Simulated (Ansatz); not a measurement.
**TiC+ (octet): the correlation ladder, def2-TZVPP**

One table from this session's results is given with a row withheld; the runs are named, their logs left out.

Method: def2-TZVPP, core rule «outside noble gas», up to 10 orbitals frozen; program: Ansatz 0.2.0, Gaussian basis.

The runs, in order: UHF; ROHF; CCSD(T) on UHF.

**The geometry**

The geometry is a PBE0/def2-TZVP stationary point (not a proven minimum) of the parent state, kept for this charge and spin.

2 atoms, charge 1, spin multiplicity 8.

Atoms are counted from 1 here; the program's logs count them from 0.

Bond lengths: Ti1–C2 2.000 Å.

The first run:

The input, in.yaml:

```yaml
crystal:
  periodic: [false, false, false]
  atoms:
    - {symbol: Ti, position_ang: [0.000000, 0.000000, 0.000000]}
    - {symbol: C, position_ang: [0.000000, 0.000000, 2.000400]}
basis:
  gaussian: {orbitals: def2-TZVPP}
total_charge: 1
magnetization: {spin_polarized: true, initial_magnetization: 7}
hamiltonian: {xc: hf}
output: {orbitals: {seedname: orbitals}}
```

Launch:

```
$ ansatz run in.yaml --threads 1 --pin off --events-out ev --progress --plain --max-ram 4096MiB --backend cpu
```

Among the steps run: UHF; ROHF; CCSD(T) on UHF.

One table of the session follows, with a row left open; its other results are not shown here.

```
  method  from UCCSD(T) (kJ/mol)
    ROHF                  +186.7
     UHF                  +175.7
    UMP2                   +42.9
   UCCSD                       ?
UCCSD(T)                       0
```

Q: Estimate the row for UCCSD from the others.

The run gave: from UCCSD(T) (kJ/mol): +3.0. In the column «from UCCSD(T) (kJ/mol)» it lies between UCCSD(T) (0) and UMP2 (+42.9).
